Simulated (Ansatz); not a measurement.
# BPd4: the cost of one run

Program: Ansatz 0.2.0. Level of theory: DFT PBE, scalar-relativistic, plane waves, PAW. These are calculated values, not measurements.

3 further runs of the same task are left out: 2 that didn't finish, 1 set aside as unsound or not needed.

**1. The system as given**

It takes space group I-43m (No. 217, cubic). The conventional cell has a = 5.526 Å, b = 5.526 Å, c = 5.526 Å, α = 90.00°, β = 90.00°, γ = 90.00°. B (site symmetry -43m) is surrounded by 4 Pd at 1.67 Å. Pd (site symmetry 3m) is surrounded by 1 B at 1.67 Å.

Structure file:

```cif
data_structure
_symmetry_space_group_name_H-M 'I-43m'
_symmetry_Int_Tables_number 217
_cell_length_a 5.5261
_cell_length_b 5.5261
_cell_length_c 5.5261
_cell_angle_alpha 90.000
_cell_angle_beta 90.000
_cell_angle_gamma 90.000
_cell_volume 168.76
loop_
_atom_site_label
_atom_site_type_symbol
_atom_site_symmetry_multiplicity
_atom_site_Wyckoff_symbol
_atom_site_fract_x
_atom_site_fract_y
_atom_site_fract_z
_atom_site_occupancy
B1 B 2 a 0.00000 0.00000 0.00000 1
Pd1 Pd 8 c 0.17480 0.17480 0.17480 1
```

The cell is invented: species swapped into a database cell of GeF4 (I-43m, No. 217), with B on the Ge sites and Pd on the F sites. The dimensions are guesses.

**2. The guess as it stands, on a coarse mesh**

Input file input.yaml:

```yaml
crystal:
  lattice:
    - [-2.76305374, 2.76305374, 2.76305374]
    - [2.76305374, -2.76305374, 2.76305374]
    - [2.76305374, 2.76305374, -2.76305374]
  atoms:
    - { symbol: B, position: [0.0, 0.0, 0.0] }
    - { symbol: Pd, position: [0.34959999, 0.34959999, 0.34959999] }
    - { symbol: Pd, position: [0.65040001, 0.0, 0.0] }
    - { symbol: Pd, position: [0.0, 0.0, 0.65040001] }
    - { symbol: Pd, position: [0.0, 0.65040001, 0.0] }
basis:
  ecutwfc: 420
kpoints:
  mp_grid: { grid: [4, 4, 4] }
hamiltonian:
  xc: pbe
scf:
  occupations: { method: gaussian, width: 0.1 }
  lower_state_search: "off"
output:
  forces: true
  stress: true
  eigenvalues: true
```

The run is started by

```bash
ansatz run input.yaml --threads 1 --pin off --max-ram 2560MiB --backend cpu --events-out ev --progress --plain --runs-dir out
```

**Question.** How long does this run take on 1 thread of Arm Neoverse V1, shared host, and how much memory does it need?

About 2.7 s, with a peak of 0.29 GiB.
